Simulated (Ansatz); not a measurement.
# Ge: an axial (c/a) deformation path

One table from this session's results is given with a row withheld; the runs are named, their logs left out.

Method: DFT r2SCAN, scalar-relativistic, plane waves, PAW, in Ansatz 0.2.0.

1 further run of the same task is left out (set aside as unsound or not needed).

### Starting point

Symmetry: Cmcm, No. 63, orthorhombic system. The conventional cell has a = 2.976 Å, b = 5.189 Å, c = 4.728 Å, α = 90.00°, β = 90.00°, γ = 90.00°. Around Ge (site symmetry m2m) lie 12 Ge at 2.92 to 2.99 Å.

Structure file:

```cif
data_structure
_symmetry_space_group_name_H-M 'Cmcm'
_symmetry_Int_Tables_number 63
_cell_length_a 2.9761
_cell_length_b 5.1894
_cell_length_c 4.7276
_cell_angle_alpha 90.000
_cell_angle_beta 90.000
_cell_angle_gamma 90.000
_cell_volume 73.01
loop_
_atom_site_label
_atom_site_type_symbol
_atom_site_symmetry_multiplicity
_atom_site_Wyckoff_symbol
_atom_site_fract_x
_atom_site_fract_y
_atom_site_fract_z
_atom_site_occupancy
Ge1 Ge 4 c 0.00000 0.33345 0.75000 1
```

It goes back to an entry of the Materials Project, which need not be the stable form.

No relaxation comes first: the listed cell is the starting point.

### Zero of energy

The reference gives a free energy of -8604.6513 eV, pressure 1.86 GPa, largest force 0.003 eV/Å and gap on the mesh none (metal). It was computed beforehand with the settings of the runs below.

The first run:

At fixed volume and fractional coordinates, lengths along (0.000, 0.000, 1.000) are scaled against those across it; ρ is that ratio over its starting value.

Contents of input.yaml:

```yaml
crystal:
  lattice:
    - [1.5708886528, -2.7391286946, 0.0]
    - [1.5708886528, 2.7391286946, 0.0]
    - [0.0, 0.0, 4.2421526066]
  atoms:
    - { symbol: Ge, position: [0.66655337, 0.33344663, 0.25] }
    - { symbol: Ge, position: [0.33344663, 0.66655337, 0.75] }
basis:
  ecutwfc: 500
kpoints:
  mp_grid: { grid: [20, 20, 12] }
hamiltonian:
  xc: r2scan
scf:
  occupations: { method: gaussian, width: 0.15 }
output:
  forces: true
  stress: true
  eigenvalues: true
```

Run with:

```
$ ansatz run input.yaml --threads 1 --pin off --max-ram 2560MiB --backend cpu --events-out ev --progress --plain --runs-dir out
```

Among the steps run: ρ = 0.850; ρ = 1.200; At ρ = 0.920; Point ρ = 1.100; At ρ = 0.960; At ρ = 1.050; At ρ = 0.800; Point ρ = 1.300.

One table of the session follows, with a row left open; its other results are not shown here.

It belongs to the step «The scan collected». The scan, with free energies counted from the undisturbed cell:

```
    ρ  ΔE (meV/atom)  pressure (GPa)
0.800           35.6             4.1
0.850           39.6             3.7
0.920              ?               ?
0.960           11.2             2.3
1.000            0.0             1.9
1.050           -3.9             1.9
1.100           -3.2             2.2
1.200           23.5             3.4
1.300           89.5             5.8
```

Q: Estimate the row for ρ = 0.920 from the others.

Worked estimate for «ΔE (meV/atom)». A straight line through the neighbours (0.850, 39.6) and (0.960, 11.2) gives 39.6 + (11.2 − 39.6) × (0.920 − 0.850) / (0.960 − 0.850) = 21.5; a parabola fitted to 4 rows on both sides gives 26.2.

The run gave: ΔE (meV/atom): 22.4; pressure (GPa): 2.4. In «ΔE (meV/atom)» the line misses by -0.9 and the parabola by +3.8.
